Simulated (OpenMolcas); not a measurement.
# Cu³⁺ in Cs2NaYBr6: CASSCF levels and susceptibility

Aim: the ligand-field states of Cu³⁺ in this surrounding, its lowest levels with spin-orbit coupling and its magnetic susceptibility.

Program: OpenMolcas 26.06. Level of theory: state-averaged CASSCF, spin-orbit coupling by RASSI with atomic mean-field integrals. These are calculated values, not measurements, unless marked.

1 further run of the same task is left out (it didn't finish).

### 1 The atom as given

```
Species                           : Cu³⁺ (copper, Z = 29, 26 electrons)
Basis                             : ANO-RCC-VTZP [6s5p3d2f1g], 245 functions with the ligands
Scalar Hamiltonian                : DKH2, point nucleus
Inactive shells                   : 1s 2s 2p 3s 3p of the metal, and all ligand shells
Active space                      : 8 electrons in 5 orbitals (3d)
Some configurations of this space : 3d⁸
Orbitals                          : optimised for each spin and parity, averaged over all roots
```

The outer shells:

3d8
```
3d [↑↓][↑↓][↑↓][↑ ][↑ ]
```

Cu³⁺ is taken with its 6 nearest bromide ions at 2.45 Å, on the cation site of Cs2NaYBr6 (a = 11.3047 Å). The rest of the host is ab initio model potentials to 7.6 Å, with orthogonalisation functions on the cations behind the ligands, and point charges beyond; the distance is set by hand, nothing relaxes, and no local charge compensation is placed. Ligand basis ANO-RCC-VDZP.

```xyz
15

Cu    0.0000    0.0000    0.0000
Br    2.4500    0.0000    0.0000
Br    0.0000    2.4500    0.0000
Br   -2.4500    0.0000    0.0000
Br    0.0000   -2.4500    0.0000
Br    0.0000    0.0000    2.4500
Br    0.0000    0.0000   -2.4500
Cs    2.8262   -2.8262   -2.8262
Cs   -2.8262    2.8262    2.8262
Cs    2.8262   -2.8262    2.8262
Cs   -2.8262    2.8262   -2.8262
Cs    2.8262    2.8262   -2.8262
Cs   -2.8262   -2.8262    2.8262
Cs    2.8262    2.8262    2.8262
Cs   -2.8262   -2.8262   -2.8262
```

Each step is its own input file, run in one work folder so that later steps find the files of earlier ones. Labels, J, g values, rates, χT and fits are worked out afterwards by a script from the matrices that RASSI stores.

### 2 One- and two-electron integrals

a.inp

```
&GATEWAY
Basis set
Cu.ANO-RCC-VTZP.
Cu1 0.0 0.0 0.0 Angstrom
End of basis
Basis set
Br.ANO-RCC-VDZP.
L1 2.450000 0.000000 0.000000 Angstrom
L2 0.000000 2.450000 0.000000 Angstrom
L3 0.000000 0.000000 2.450000 Angstrom
End of basis
Basis set
Na.EMB-AIMP.Al-Abdalla.7s4p.1s1p.ECP.Cs2NaYBr6.
PseudoCharge
* 3 symmetry-unique lattice sites within 7.6 angstrom
End of basis
Basis set
Cs.EMB-AIMP.Al-Abdalla.0s.0s.ECP.Cs2NaYBr6.
PseudoCharge
* 4 symmetry-unique lattice sites within 7.6 angstrom
End of basis
Basis set
Br.EMB-AIMP.Al-Abdalla.0s.0s.ECP.Cs2NaYBr6.
PseudoCharge
* 12 symmetry-unique lattice sites within 7.6 angstrom
End of basis
Symmetry
XYZ
AngMom=0.0 0.0 0.0
AMFI
RICD
XField
1570 Angstrom 0
* Evjen-weighted lattice charges
&SEWARD
```

Command:

```
$ OMP_NUM_THREADS=1 MOLCAS_MEM=2457 MOLCAS_PROJECT=a pymolcas a.inp > a.log
```

### 3 Reference wave functions, triplets, 10 roots

a.inp

```
&RASSCF
FileOrb=start.orb
Symmetry=1
Spin=3
nActEl=8 0 0
Inactive=57 60
Ras2=5 0
CIRoot=10 10 1
SDav=10
CIMx=300
Iter=150 100
PrWF=0.3
OrbListing=Nothing
MaxOrb=0
LevShft=1.0
>>> COPY $Project.JobIph JOB001
```

start.orb holds start orbitals that the driver prepared beforehand, or those of the step before.

### 4 CASSCF: singlets, 15 roots

a.inp

```
&RASSCF
FileOrb=start.orb
Symmetry=1
Spin=1
nActEl=8 0 0
Inactive=57 60
Ras2=5 0
CIRoot=15 15 1
SDav=15
CIMx=300
Iter=150 100
PrWF=0.3
OrbListing=Nothing
MaxOrb=0
LevShft=1.0
>>> COPY $Project.JobIph JOB002
```

### 5 RASSI: spin-orbit coupling between the states

a.inp

```
&RASSI
NrOfJobIphs=2 10 15
1 2 3 4 5 6 7 8 9 10
1 2 3 4 5 6 7 8 9 10 11 12 13 14 15
IphNames
JOB001
JOB002
EJob
SpinOrbit
DIPRint=1.0
SOCoupling=1000.0
Subsets=2
Property=9
'ANGMOM' 1 'ANGMOM' 2 'ANGMOM' 3 'MLTPL  1' 1 'MLTPL  1' 2 'MLTPL  1' 3
'AMFI' 1 'AMFI' 2 'AMFI' 3
SOProperty=3
'ANGMOM' 1 'ANGMOM' 2 'ANGMOM' 3
```

Q: Predict the outcome of this session. Wanted: spin-free ground state; first state of the same spin within the active space; lowest level; next level.

As calculated:

```
                                            quantity                            value
                                              method                           CASSCF
                              spin-free ground state  3A2, 1-fold in its orbital part
first state of the same spin within the active space                 3T2 at 5090 cm⁻¹
                                        lowest level                        3-fold T2
                                          next level                      4817.5 cm⁻¹
                                         χT at 300 K                   1.40 cm³ K/mol
                           effective moment at 300 K                          3.35 μB
```

In words: The spin-free ground state (3A2) is 1-fold and keeps the highest spin of the shell. χT at 300 K is 1.40, against 1.00 cm³ K/mol for the spin alone, so orbital moment adds to it. The bonds are covalent and no ligand orbital is active, so the numbers are rough.
